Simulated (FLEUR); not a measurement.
# HfB (Fm-3m) in FLEUR: notebook

The runs below take HfB through single point, band structure, with PBEsol, PBE.

Program: FLEUR MaX-R8.1 (later development tree). These are calculated values, not measurements. Logs are shortened: lines on timing, memory, paths and dates and some standing lists are left out, and cuts for length are marked.

**1. The crystal as given**

The structure is cubic, space group Fm-3m (No. 225). Conventional cell: a = 4.620 Å, b = 4.620 Å, c = 4.620 Å, α = 90.00°, β = 90.00°, γ = 90.00°. Around Hf (site symmetry m-3m) lie 6 B at 2.31 Å. B (site symmetry m-3m) is surrounded by 6 Hf at 2.31 Å.

**2. Single point, PBEsol, 12.32 Å³/atom (strain component 4 = -0.04)**

inp.xml reads:

```xml
<?xml version="1.0" encoding="UTF-8" standalone="no"?>
<fleurInput fleurInputVersion="0.39">
   <comment>
      HfB                                                                                                 
   </comment>
   <calculationSetup>
      <cutoffs Kmax="4.86" Gmax="15.1" GmaxXC="15.1" numbands="0"/>
      <scfLoop itmax="60" minDistance="0.00001" maxIterBroyd="15" imix="Anderson" alpha="0.05" precondParam="0.0" spinf="2.0" sdNocoIR="T"/>
      <coreElectrons ctail="T" frcor="F" kcrel="0" coretail_lmax="0"/>
      <xcFunctional name="PBEs" relativisticCorrections="F"/>
      <magnetism jspins="1"/>
      <soc l_soc="F" theta="0.0" phi="0.0" spav="F"/>
      <expertModes spex="0" secvar="F"/>
      <geometryOptimization l_f="T" forcealpha="1.0" forcemix="BFGS" epsdisp="0.0005" epsforce="0.0002"/>
      <ldaU l_linMix="F" mixParam="0.05" spinf="1.0"/>
   </calculationSetup>
   <cell>
      <bzIntegration valenceElectrons="29.0" mode="hist" fermiSmearingEnergy="0.00183747">
         <kPointListSelection listName="default-1"/>
         <!-- k-points included here -->
         <xi:include xmlns:xi="http://www.w3.org/2001/XInclude" href="kpts.xml"> </xi:include>
      </bzIntegration>
      <!-- symmetry operations included here -->
      <xi:include xmlns:xi="http://www.w3.org/2001/XInclude" href="sym.xml"> </xi:include>
      <bulkLattice scale="1.0">
         <bravaisMatrix>
            <row-1>    0.0000000000000000     4.2779620008694792     4.2779620008694792</row-1>
            <row-2>    4.3652673478260002    -0.0873053469565200     4.3652673478260002</row-2>
            <row-3>    4.3652673478260002     4.3652673478260002    -0.0873053469565200</row-3>
         </bravaisMatrix>
      </bulkLattice>
   </cell>
   <atomSpecies>
      <species name="Hafnium (Hf)" element="Hf" atomicNumber="72">
         <mtSphere radius="2.39" gridPoints="827" logIncrement="0.016"/>
         <atomicCutoffs lmax="10" lnonsphr="10"/>
         <electronConfig flipSpins="F">
            <coreConfig>(1s1/2) (2s1/2) (2p1/2) (2p3/2) (3s1/2) (3p1/2) (3p3/2) (4s1/2) (3d3/2) (3d5/2) (4p1/2) (4p3/2) (4d3/2) (4d5/2)</coreConfig>
            <valenceConfig>(5s1/2) (5p1/2) (5p3/2) (6s1/2) (4f5/2) (4f7/2) (5d3/2) (5d5/2)</valenceConfig>
            <stateOccupation state="(5d3/2)" spinUp="0.400000" spinDown="0.400000"/>
            <stateOccupation state="(5d5/2)" spinUp="0.600000" spinDown="0.600000"/>
         </electronConfig>
         <energyParameters s="6" p="6" d="5" f="4"/>
         <lo type="SCLO" l="0" n="5" eDeriv="0"/>
         <lo type="SCLO" l="1" n="5" eDeriv="0"/>
         <lo type="SCLO" l="2" n="5" eDeriv="2"/>
         <lo type="SCLO" l="3" n="4" eDeriv="2"/>
      </species>
      <species name="Boron (B)" element="B" atomicNumber="5">
         <mtSphere radius="1.48" gridPoints="513" logIncrement="0.02"/>
         <atomicCutoffs lmax="8" lnonsphr="8"/>
         <electronConfig flipSpins="F">
            <coreConfig>(1s1/2)</coreConfig>
            <valenceConfig>(2s1/2) (2p1/2) (2p3/2)</valenceConfig>
            <stateOccupation state="(2p1/2)" spinUp="0.166667" spinDown="0.166667"/>
            <stateOccupation state="(2p3/2)" spinUp="0.333333" spinDown="0.333333"/>
         </electronConfig>
         <energyParameters s="2" p="2" d="3" f="4"/>
         <lo type="SCLO" l="0" n="2" eDeriv="2"/>
         <lo type="SCLO" l="1" n="2" eDeriv="2"/>
         <lo type="SCLO" l="2" n="3" eDeriv="2"/>
      </species>
   </atomSpecies>
   <atomGroups>
      <atomGroup species="Hafnium (Hf)">
         <relPos label="                   1">1.000/2.000 1.000/2.000 1.000/2.000</relPos>
         <force calculate="T" relaxXYZ="TTT"/>
      </atomGroup>
      <atomGroup species="Boron (B)">
         <relPos label="                   2">.0000000000 .0000000000 .0000000000</relPos>
         <force calculate="T" relaxXYZ="TTT"/>
      </atomGroup>
   </atomGroups>
   <output dos="F" band="F" slice="F">
      <checks vchk="F" cdinf="F"/>
      <bandDOS minEnergy="-.5*Htr" maxEnergy="0.5*Htr" sigma="0.015" storeEVData="T"/>
      <vacuumDOS vacdos="F" integ="F" star="F" nstars="0" locx1="0.0" locy1="0.0" locx2="0.0" locy2="0.0" nstm="0" tworkf="0.0"/>
      <unfoldingBand unfoldBand="F" supercellX="1" supercellY="1" supercellZ="1"/>
      <plotting iplot="0" polar="F">
         <plot TwoD="T" vec1="  1.0  0.0  0.0" vec2="  0.0  1.0  0.0" vec3="  0.0  0.0  1.0" zero="  0.0  0.0  0.0" file="plot"/>
      </plotting>
      <chargeDensitySlicing numkpt="0" minEigenval="0.0" maxEigenval="0.0" nnne="0" pallst="F"/>
      <specialOutput eonly="F"/>
      <moessbauerParams electricFieldGradient="T" isomerShift="T" coreHyperfine="T" valenceHyperfine="T"/>
      <magneticCircularDichroism mcd="F" energyLo="-10.0" energyUp="0.0"/>
   </output>
  <!-- We include the file relax.xml here to enable relaxations (see documentation) -->
  <xi:include xmlns:xi="http://www.w3.org/2001/XInclude" href="relax.xml"> <xi:fallback/> </xi:include>
</fleurInput>
```

crystal.txt reads:

```
HfB
&input cartesian=F /
0.0000000000  2.2638000000  2.2638000000
2.3100000000  -0.0462000000  2.3100000000
2.3100000000  2.3100000000  -0.0462000000
1.8897261246
1.0 1.0 1.0

2
72 0.5000000000  0.5000000000  0.5000000000
5 0.0000000000  0.0000000000  0.0000000000

&kpt div1=8 div2=8 div3=8 gamma=T /
```

Potentials or basis: all-electron, FLAPW.

Started as:

```bash
> inpgen -f crystal.txt -profile fastHighL
> # inp.xml edited to the form shown
> fleur_MPI
```

Standard output:

```text
Welcome to FLEUR        (www.flapw.de)
      MaX-Release 8.1          (www.max-centre.eu)

 ========== k-point set info ==========
 Selected k-point list: default-1
 k-point list type: mesh
 8 x 8 x 8
 Number of k points: 95

 ------------Calculation Setup---------------------------
 Number of MPI-tasks      :            1
 Number of PE/node        :            1
 Number of OMP-threads    :            1
 Most efficient MPI parallelization for:
           1           5          19          95
 Additional eigenvalue parallelization possible
 Number of basis functions:          387
 Approximate size of matrices (H+S) per k-point:         0.002 GB
 --------------------------------------------------------
Nuclear radius smaller than smallest radial mesh point for atom type 2 -- skipping its core isomer shift
Nuclear radius smaller than smallest radial mesh point for atom type 2 -- skipping its isomer shift
 Iteration:     1   Distance:      16.16891559 me/bohr^3
Nuclear radius smaller than smallest radial mesh point for atom type 2 -- skipping its core isomer shift
Nuclear radius smaller than smallest radial mesh point for atom type 2 -- skipping its isomer shift
 Iteration:     2   Distance:      14.01749941 me/bohr^3
Nuclear radius smaller than smallest radial mesh point for atom type 2 -- skipping its core isomer shift
Nuclear radius smaller than smallest radial mesh point for atom type 2 -- skipping its isomer shift
 Iteration:     3   Distance:       6.68468848 me/bohr^3
Nuclear radius smaller than smallest radial mesh point for atom type 2 -- skipping its core isomer shift
Nuclear radius smaller than smallest radial mesh point for atom type 2 -- skipping its isomer shift
 Iteration:     4   Distance:       3.49420392 me/bohr^3
Nuclear radius smaller than smallest radial mesh point for atom type 2 -- skipping its core isomer shift
Nuclear radius smaller than smallest radial mesh point for atom type 2 -- skipping its isomer shift
 Iteration:     5   Distance:       2.71169399 me/bohr^3
Nuclear radius smaller than smallest radial mesh point for atom type 2 -- skipping its core isomer shift
Nuclear radius smaller than smallest radial mesh point for atom type 2 -- skipping its isomer shift
 Iteration:     6   Distance:       0.62812393 me/bohr^3
Nuclear radius smaller than smallest radial mesh point for atom type 2 -- skipping its core isomer shift
Nuclear radius smaller than smallest radial mesh point for atom type 2 -- skipping its isomer shift
 Iteration:     7   Distance:       0.25778575 me/bohr^3
Nuclear radius smaller than smallest radial mesh point for atom type 2 -- skipping its core isomer shift
Nuclear radius smaller than smallest radial mesh point for atom type 2 -- skipping its isomer shift
 Iteration:     8   Distance:       0.04177880 me/bohr^3
Nuclear radius smaller than smallest radial mesh point for atom type 2 -- skipping its core isomer shift
Nuclear radius smaller than smallest radial mesh point for atom type 2 -- skipping its isomer shift
 Iteration:     9   Distance:       0.03616619 me/bohr^3
Nuclear radius smaller than smallest radial mesh point for atom type 2 -- skipping its core isomer shift
Nuclear radius smaller than smallest radial mesh point for atom type 2 -- skipping its isomer shift
 Iteration:    10   Distance:       0.00413617 me/bohr^3
Nuclear radius smaller than smallest radial mesh point for atom type 2 -- skipping its core isomer shift
Nuclear radius smaller than smallest radial mesh point for atom type 2 -- skipping its isomer shift
 Iteration:    11   Distance:       0.00262895 me/bohr^3
Nuclear radius smaller than smallest radial mesh point for atom type 2 -- skipping its core isomer shift
Nuclear radius smaller than smallest radial mesh point for atom type 2 -- skipping its isomer shift
 Iteration:    12   Distance:       0.00118795 me/bohr^3
Nuclear radius smaller than smallest radial mesh point for atom type 2 -- skipping its core isomer shift
Nuclear radius smaller than smallest radial mesh point for atom type 2 -- skipping its isomer shift
 Iteration:    13   Distance:       0.00006419 me/bohr^3
Nuclear radius smaller than smallest radial mesh point for atom type 2 -- skipping its core isomer shift
Nuclear radius smaller than smallest radial mesh point for atom type 2 -- skipping its isomer shift
 Iteration:    14   Distance:       0.00005893 me/bohr^3
Nuclear radius smaller than smallest radial mesh point for atom type 2 -- skipping its core isomer shift
Nuclear radius smaller than smallest radial mesh point for atom type 2 -- skipping its isomer shift
 Iteration:    15   Distance:       0.00000381 me/bohr^3
Nuclear radius smaller than smallest radial mesh point for atom type 2 -- skipping its core isomer shift
Nuclear radius smaller than smallest radial mesh point for atom type 2 -- skipping its isomer shift

 ********************************************************************
 Run finished successfully
 Stop message:
   Structural relaxation: Done
 ********************************************************************
```

It took 2.6 min on 1 thread of Arm Neoverse V2, shared host; peak memory 0.08 GiB.

What came out:

- Free energy: -411382.8776 eV
- Band gap on the k mesh: none (metal or under the smearing width)
- Valence electrons inside the program's atomic spheres: Hf 23.67; B 1.29 (radii Hf 2.39, B 1.48 bohr)

**3. Single point, PBEsol, 12.33 Å³/atom (strain component 4 = -0.02)**

inp.xml, as its differences from that of step 2:

```diff
@@ -26,5 +26,5 @@
          <bravaisMatrix>
-            <row-1>    0.0000000000000000     4.2779620008694792     4.2779620008694792</row-1>
-            <row-2>    4.3652673478260002    -0.0873053469565200     4.3652673478260002</row-2>
-            <row-3>    4.3652673478260002     4.3652673478260002    -0.0873053469565200</row-3>
+            <row-1>    0.0000000000000000     4.3216146743477397     4.3216146743477397</row-1>
+            <row-2>    4.3652673478260002    -0.0436526734782600     4.3652673478260002</row-2>
+            <row-3>    4.3652673478260002     4.3652673478260002    -0.0436526734782600</row-3>
          </bravaisMatrix>
```

crystal.txt reads:

```
HfB
&input cartesian=F /
0.0000000000  2.2869000000  2.2869000000
2.3100000000  -0.0231000000  2.3100000000
2.3100000000  2.3100000000  -0.0231000000
1.8897261246
1.0 1.0 1.0

2
72 0.5000000000  0.5000000000  0.5000000000
5 0.0000000000  0.0000000000  0.0000000000

&kpt div1=8 div2=8 div3=8 gamma=T /
```

Potentials or basis: all-electron, FLAPW.

Started as:

```bash
> inpgen -f crystal.txt -profile fastHighL
> # inp.xml edited to the form shown
> fleur_MPI
```

Wall time 2.6 min (1 thread of Arm Neoverse V2, shared host); peak memory 0.08 GiB.

It converged, with:

| Property | Result |
| --- | --- |
| Free energy | -411382.8830 eV |
| Band gap on the k mesh | none (metal or under the smearing width) |
| Valence electrons inside the program's atomic spheres | Hf 23.67; B 1.29 (radii Hf 2.39, B 1.48 bohr) |

(Continued in part 2 of 2.)
